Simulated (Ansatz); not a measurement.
# C₂H₅OSi radical: small, medium and large basis sets

How large a basis does C₂H₅OSi radical need? Two functionals are run in growing sets.

Program: Ansatz 0.2.0, Gaussian basis. Level of theory: one geometry, several basis sets. These are calculated values, not measurements.

Plan: PBE0-D4/def2-SVP; ωB97M-V/def2-SVP; PBE0-D4/def2-QZVPP; ωB97M-V/def2-QZVPP; the functionals' def2-TZVPP values are taken from earlier runs.

### Step 1. The relaxed structure

The geometry comes from an earlier relaxation with PBE0-D4 in a triple-zeta def2 set; it is a stationary point, not always the lowest conformer.

SMILES `C=C[SiH]O`, 9 atoms, charge 0, spin multiplicity 2.

Atoms are counted from 1 here; the program's logs count them from 0.

Bond lengths: C1–C2 1.336 Å, C1–H5 1.086 Å, C1–H6 1.086 Å, C2–Si3 1.845 Å, C2–H7 1.090 Å, Si3–O4 1.652 Å, Si3–H8 1.487 Å, O4–H9 0.958 Å. Angles: C2–C1–H5 122.2°, C2–C1–H6 121.8°, H5–C1–H6 116.0°, C1–C2–Si3 124.3°, C1–C2–H7 118.3°, Si3–C2–H7 117.2°, C2–Si3–O4 113.2°, C2–Si3–H8 112.2°, O4–Si3–H8 106.3°, Si3–O4–H9 117.3°.

### Step 2. PBE0-D4 in def2-SVP

Input file in.yaml:

```yaml
crystal:
  periodic: [false, false, false]
  atoms:
    - {symbol: C, position_ang: [-0.108203, 1.177349, -0.835405]}
    - {symbol: C, position_ang: [0.605626, 0.054938, -0.712574]}
    - {symbol: Si, position_ang: [0.443534, -1.132038, 0.689959]}
    - {symbol: O, position_ang: [-0.838208, -0.801194, 1.678172]}
    - {symbol: H, position_ang: [0.052839, 1.879432, -1.648142]}
    - {symbol: H, position_ang: [-0.898683, 1.432006, -0.135113]}
    - {symbol: H, position_ang: [1.384833, -0.144995, -1.447569]}
    - {symbol: H, position_ang: [0.260142, -2.531926, 0.222670]}
    - {symbol: H, position_ang: [-0.813381, 0.020227, 2.171003]}
basis:
  gaussian: {orbitals: def2-SVP}
magnetization: {spin_polarized: true, initial_magnetization: 1}
hamiltonian: {xc: pbe0, dispersion: d4}
output: {orbitals: {seedname: orbitals}}
```

Started as:

```console
$ ansatz run in.yaml --threads 4 --pin off --events-out ev --progress --plain --max-ram 10444MiB
```

Further steps of the session: ωB97M-V in def2-SVP; PBE0-D4 in def2-QZVPP; ωB97M-V in def2-QZVPP.

Q: Predict the results of all the runs planned. Wanted: PBE0-D4: double and triple zeta above quadruple; ωB97M-V: double and triple zeta above quadruple.

The runs gave:

```
                                       quantity          value
PBE0-D4: double and triple zeta above quadruple  8.39, 0.52 eV
ωB97M-V: double and triple zeta above quadruple  8.56, 0.49 eV
```

What this shows: For PBE0-D4 the step from double to triple zeta gains 7.87 eV and the next only 0.52 eV. Total energies overstate the basis error of differences, where much of it tends to cancel.
